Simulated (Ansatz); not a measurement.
# C6H12S: the cost of one run

Computed with Ansatz 0.2.0, Gaussian basis. Level: r2SCAN/def2-SVP with rVV10 dispersion.

### Step 1. Structure used throughout

The geometry comes from an earlier relaxation with PBE0-D4 in a triple-zeta def2 set; it is a stationary point, not always the lowest conformer.

19 atoms, charge 0, spin multiplicity 1.

Atoms are counted from 1 here; the program's logs count them from 0.

Bond lengths: S1–C2 1.826 Å, S1–H8 1.342 Å, C2–C3 1.543 Å, C2–C7 1.522 Å, C2–H9 1.093 Å, C3–C4 1.529 Å, C3–H10 1.094 Å, C3–H11 1.092 Å, C4–C5 1.521 Å, C4–H12 1.093 Å, C4–H13 1.096 Å, C5–C6 1.537 Å, C5–H14 1.093 Å, C5–H15 1.096 Å, C6–C7 1.528 Å, C6–H16 1.093 Å, C6–H17 1.093 Å, C7–H18 1.092 Å and more. Angles: C2–S1–H8 97.8°, S1–C2–C3 114.0°, S1–C2–C7 112.5°, S1–C2–H9 100.9°, C3–C2–C7 110.9°, C3–C2–H9 109.2°, C7–C2–H9 108.8°, C2–C3–C4 112.8°, C2–C3–H10 109.1°, C2–C3–H11 109.1°, C4–C3–H10 109.4°, C4–C3–H11 109.9°, H10–C3–H11 106.3°, C3–C4–C5 111.3°, C3–C4–H12 109.5°, C3–C4–H13 110.1°, C5–C4–H12 110.7°, C5–C4–H13 109.1° and more.

### Step 2. The run

in.yaml

```yaml
crystal:
  periodic: [false, false, false]
  atoms:
    - {symbol: S, position_ang: [-0.316399, -2.426957, 0.822231]}
    - {symbol: C, position_ang: [0.635376, -0.870723, 0.897850]}
    - {symbol: C, position_ang: [1.362422, -0.516357, -0.415796]}
    - {symbol: C, position_ang: [0.726111, 0.667582, -1.144349]}
    - {symbol: C, position_ang: [-0.791704, 0.609694, -1.070502]}
    - {symbol: C, position_ang: [-1.280628, 0.710581, 0.383157]}
    - {symbol: C, position_ang: [-0.203736, 0.301171, 1.387627]}
    - {symbol: H, position_ang: [-1.162887, -2.075268, -0.157696]}
    - {symbol: H, position_ang: [1.375674, -1.118760, 1.662820]}
    - {symbol: H, position_ang: [2.409406, -0.287146, -0.194819]}
    - {symbol: H, position_ang: [1.370699, -1.393049, -1.066922]}
    - {symbol: H, position_ang: [1.062506, 0.679390, -2.184353]}
    - {symbol: H, position_ang: [1.070456, 1.609611, -0.703150]}
    - {symbol: H, position_ang: [-1.236683, 1.403726, -1.675198]}
    - {symbol: H, position_ang: [-1.127383, -0.331298, -1.520811]}
    - {symbol: H, position_ang: [-2.169327, 0.089789, 0.522775]}
    - {symbol: H, position_ang: [-1.591170, 1.735528, 0.603840]}
    - {symbol: H, position_ang: [-0.653723, 0.065612, 2.354044]}
    - {symbol: H, position_ang: [0.478989, 1.142771, 1.555653]}
basis:
  gaussian: {orbitals: def2-SVP}
hamiltonian: {xc: {name: r2SCAN}, dispersion: rvv10}
md: {timestep: 0.5 fs, n_steps: 20, ensemble: nve, temperature: 500, initial_velocities: maxwell_boltzmann, seed: 65}
```

The run is started by

```sh
$ ansatz run in.yaml --threads 2 --pin off --events-out ev --progress --plain --max-ram 32768MiB --backend cpu
```

Q: Estimate wall time and peak memory on 2 threads of AMD EPYC 7R13, shared host.

About 3.1 min, with a peak of 0.33 GiB.
